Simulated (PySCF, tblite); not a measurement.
# C₄H₁₃BN₂O: geometry, infrared bands and NMR shifts

Wanted: the infrared bands and NMR shifts of C₄H₁₃BN₂O (`C[N@@H+]([BH2-]O)[C@H]1C[C@@H]1N`), by calculation.

Programs: tblite 0.8.0 and PySCF 2.14.0, with density-fitted response routines of our own. Each step states its level of theory. These are calculated values for one molecule in the gas phase, unless marked as measured. Atoms are numbered from 0 throughout.

## (1) The molecule as given

21 atoms, charge 0, multiplicity 1; geometry from: force field or distance geometry start.

Bonds of the start (Å): C0–N1 1.46, N1–B2 1.56, B2–O3 1.46, N1–C4 1.47, C4–C5 1.53, C5–C6 1.52, C6–N7 1.45, C6–C4 1.52, C0–H8 1.12, C0–H9 1.12, C0–H10 1.11, N1–H11 1.06, B2–H12 1.19, B2–H13 1.20, O3–H14 0.99, C4–H15 1.11, C5–H16 1.11, C5–H17 1.11, C6–H18 1.12, N7–H19 1.04, N7–H20 1.05.

## (2) Optimising the geometry with GFN2-xTB

Job settings and geometry (Å):

```
{"job": {"kind": "relax", "xc": "GFN2-xTB", "basis": "xTB"}, "charge": 0, "multiplicity": 1}
C     -1.665700     1.462500     0.155500
N     -0.724100     0.431000     0.564800
B     -1.466400    -0.885500     0.937600
O     -0.539800    -1.857400     1.503100
C      0.230200     0.164500    -0.518900
C      1.392500     1.151900    -0.605500
C      1.627200    -0.254300    -0.085100
N      2.299700    -1.116100    -1.040400
H     -2.383500     1.694000     0.979200
H     -2.253900     1.148200    -0.739200
H     -1.140900     2.407400    -0.086600
H     -0.232700     0.761800     1.438700
H     -1.996900    -1.342400    -0.030800
H     -2.325400    -0.649300     1.734400
H     -1.082400    -2.669600     1.684200
H     -0.155300    -0.211900    -1.488500
H      1.768500     1.343300    -1.630300
H      1.423900     1.928100     0.186400
H      1.847600    -0.370000     1.008000
H      3.326900    -1.020500    -0.880500
H      2.041700    -2.098800    -0.793100
```

Command:

```
$ OMP_NUM_THREADS=1 python probes_run.py task.json out
```

One launch serves the whole session: the jobs run in the order shown.

**Question.** This job is followed by: GFN2-xTB harmonic vibrations, gas phase; GIAO PBE0/pcSseg-1 NMR shielding, non-relativistic, gas phase. What will the session give for the following? strongest single infrared mode (GFN2-xTB); zero-point energy (GFN2-xTB); ¹³C shifts against TMS (PBE0/pcSseg-1); ¹H shifts against TMS (PBE0/pcSseg-1, means over atoms taken as alike); ¹⁵N shifts against NH3 (PBE0/pcSseg-1); ¹¹B shifts against BF3·OEt2 (PBE0/pcSseg-1); ¹⁷O shifts against H2O (PBE0/pcSseg-1).

The runs gave:

```
                                                              quantity                                                           value
                             strongest single infrared mode (GFN2-xTB)                                           2391 cm⁻¹, 273 km/mol
                                          zero-point energy (GFN2-xTB)                                                  111.9 kcal/mol
                                ¹³C shifts against TMS (PBE0/pcSseg-1)                                      44.6, 36.3, 35.1, 14.3 ppm
¹H shifts against TMS (PBE0/pcSseg-1, means over atoms taken as alike)  3.22, 3.16, 2.98, 2.42, 1.84, 1.26, 1.23, 0.98, 0.61, 0.29 ppm
                                ¹⁵N shifts against NH3 (PBE0/pcSseg-1)                                                  81.6, 43.3 ppm
                           ¹¹B shifts against BF3·OEt2 (PBE0/pcSseg-1)                                                         2.4 ppm
                                ¹⁷O shifts against H2O (PBE0/pcSseg-1)                                                        53.1 ppm
```

**Reading.** Over 178 steps the energy fell by 0.624 eV; of the close pairs, N1–B2 changed most, 1.557 to 1.765 Å. No mode is imaginary among the 57: a minimum at this level. The strongest single mode, at 2391 cm⁻¹, moves mainly H12. Unscaled tight-binding wavenumbers are off by several per cent, some by more. Its intensities can rank the bands wrongly. At PBE0/pcSseg-1: The largest span, 90 ppm, is at C4, where the paramagnetic term is -106 ppm.
